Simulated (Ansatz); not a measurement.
# GaH (triplet): wave-function methods side by side at distance Ga1–H2 = 2.249 Å, cc-pVQZ

The task here is to estimate one member of a computed series from the others.

Method: cc-pVQZ, core rule «outside noble gas», up to 14 orbitals frozen; program: Ansatz 0.2.0, Gaussian basis.

The runs, in order: UHF; CCSD(T) on ROHF; CCSD(T) on UHF; BCCD(T) on ROHF; CCSDT(Q) on ROHF; CCSDT(Q) on UHF; CASSCF and NEVPT2, 4 electrons in 5 orbitals; Full CI; Full CI in the symmetry of the determinant.

22 further runs of the same task are left out: 3 for a known fault of the program, 15 that didn't finish, 4 set aside as unsound or not needed.

## The geometry

The geometry derives from a PBE0/def2-TZVP stationary point (not a proven minimum). One bond is set to the value named and the two fragments are kept rigid. No spin-orbit coupling is included. The filled d shell of Ga may be among the frozen orbitals whatever the setting's name suggests; the logs give the count.

2 atoms, charge 0, spin multiplicity 3.

Atoms are counted from 1 here; the program's logs count them from 0.

No contacts short enough for the rule that draws bonds.

As a file:

```
Ga    0.0000    0.0000    0.0000
H     0.0000    0.0000    2.2490
```

The first run:

in.yaml

```yaml
crystal:
  periodic: [false, false, false]
  atoms:
    - {symbol: Ga, position_ang: [0.000000, 0.000000, 0.000000]}
    - {symbol: H, position_ang: [0.000000, 0.000000, 2.249000]}
basis:
  gaussian: {orbitals: cc-pVQZ}
magnetization: {spin_polarized: true, initial_magnetization: 2}
hamiltonian: {xc: hf}
output: {orbitals: {seedname: orbitals}}
```

Started as:

```
$ ansatz run in.yaml --threads 1 --pin off --events-out ev --progress --plain --max-ram 2393MiB
```

Steps of the session up to this table: UHF; CCSD(T) on ROHF; CCSD(T) on UHF; BCCD(T) on ROHF; CCSDT(Q) on ROHF; CCSDT(Q) on UHF; CASSCF and NEVPT2, 4 electrons in 5 orbitals; Full CI; Full CI in the symmetry of the determinant.

One of the session's tables, all rows but one given; the rest of the session is left out.

It belongs to the step «Misses and costs». 

| method | from FCI (kcal/mol) |
| --- | --- |
| ROHF | +40.69 |
| UHF | +36.08 |
| RMP2 | +11.61 |
| UMP2 | ? |
| RCCSD | +1.46 |
| UCCSD | +1.14 |
| RCCSD(T) | +0.35 |
| UCCSD(T) | +0.15 |
| BCCD(T) | +0.35 |
| RCCSDT | +0.01 |
| UCCSDT | -0.18 |
| RCCSDT(Q) | -0.01 |
| UCCSDT(Q) | -0.20 |
| CASSCF valence | +22.97 |
| NEVPT2 valence | +5.79 |
| FCI | 0 |

Q: Estimate the row for UMP2 from the others.

The run gave: from FCI (kcal/mol): +11.10. In the column «from FCI (kcal/mol)» it lies between NEVPT2 valence (+5.79) and RMP2 (+11.61).

To keep in mind: UCCSDT, UCCSDT(Q) fall below full CI: unrestricted runs freeze a spin-polarised core, another one than full CI's, and coupled cluster isn't variational. Levels on UHF freeze UHF's core orbitals, full CI those of ROHF, so the U rows can settle a little off it for that reason alone. Restricted and unrestricted rows rest on different reference determinants; where their highest levels disagree by more than a few hundredths of an eV, they describe different states and don't form one ladder.
